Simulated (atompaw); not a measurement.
# Gallium: generating and testing a PAW (atompaw) potential

Task: generate the file, and judge it by its logarithmic derivatives, its ghosts and its cutoff.

The numbers are computed with atompaw 4.2.0.5 (PBE, scalar-relativistic, spin-unpolarised reference atom).

**1. The design**

The settings as typed:

- element: gallium (Ga, Z = 31)
- type: PAW
- frozen core: [Ne]
- valence charge: 21
- reference configuration: 3s2 3p6 3d10 4s2 4p1
- partial waves: 3s (bound): rc 1.10 bohr; 4s (bound): rc 1.25 bohr; 3p (bound): rc 0.75 bohr; 4p (bound): rc 1.25 bohr; 3d (bound): rc 0.65 bohr; 3d channel at 0.9 Ry: rc 1.25 bohr
- local potential: ultrasoft scheme with l = 3 at 0 Ry, radius 1.10 bohr
- core correction: smooth core density matched at 1.05 bohr
- augmentation charge: sinc compensation charge, radius 1.20 bohr; PAW radius 1.25 bohr; waves and projectors: modrrkj vanderbiltortho

The outer shells as boxes (Hund's rule for the drawing; the calculation is spin-unpolarised):

```
[Ne] core
3s [↑↓]
3p [↑↓][↑↓][↑↓]
3d [↑↓][↑↓][↑↓][↑↓][↑↓]
4s [↑↓]
4p [↑ ][  ][  ]
```

The nodes and maxima of the atom's own shells, from an earlier all-electron run, set the scale for the radii.

All-electron outer shells of the reference configuration (PBE, scalar-relativistic, ld1.x):

| shell | level (eV) | outermost node (bohr) | outermost maximum (bohr) |
| --- | --- | --- | --- |
| 2s | -1262.33 | 0.07 | 0.18 |
| 2p | -1098.84 | – | 0.15 |
| 3s | -148.13 | 0.27 | 0.56 |
| 3p | -98.86 | 0.24 | 0.56 |
| 3d | -19.15 | – | 0.53 |
| 4s | -8.95 | 0.81 | 1.90 |
| 4p | -2.58 | 0.87 | 2.53 |

**2. Generating the potential**

File Ga.input:

```
Ga 31
GGA-PBE scalarrelativistic loggrid 1500 logderivrange -13 5 451
4 4 3 0 0 0
4 1 1
0 0 0
c
c
v
v
c
v
v
v
2
1.25 1.20 1.10 1.05
n
n
y
0.9
n
modrrkj vanderbiltortho sinc
3 0 ultrasoft
1.10
1.25
0.75
1.25
0.65
1.25
PWSCFOUT
UPFDX 0.0125d0 UPFXMIN -7.d0 UPFZMESH 31.d0
END
```

The run is started by

```console
$ atompaw < Ga.input > Ga.log
```

**Question.** What will these runs give? Wanted: cutoffs for 10 and 1 mRy, occupied levels; bound ghosts; largest phase difference near zero energy, channels read; lowest eigenvalue of the overlap; share of valence orbitals outside the PAW sphere; UPF file.

The runs gave:

```
                                                quantity                                      value
               cutoffs for 10 and 1 mRy, occupied levels                over 300 Ry and over 300 Ry
                                            bound ghosts                                 none found
largest phase difference near zero energy, channels read                                  1.089 rad
         lowest eigenvalue of the overlap (Bessel basis)                                  0.243 (d)
        share of valence orbitals outside the PAW sphere  3s 2 %, 4s 92 %, 3p 4 %, 4p 97 %, 3d 14 %
                                                UPF file                                    written
```

**Reading.** It counts as very hard, with over 300 Ry needed at the looser tolerance. The slowest occupied level is 3d: taken alone it needs over 300 Ry to come within 1 mRy, against 160 Ry for 3p. No bound ghost shows below the valence levels. Of the channels read, d scatters worst near zero energy, by up to 1.09 rad.
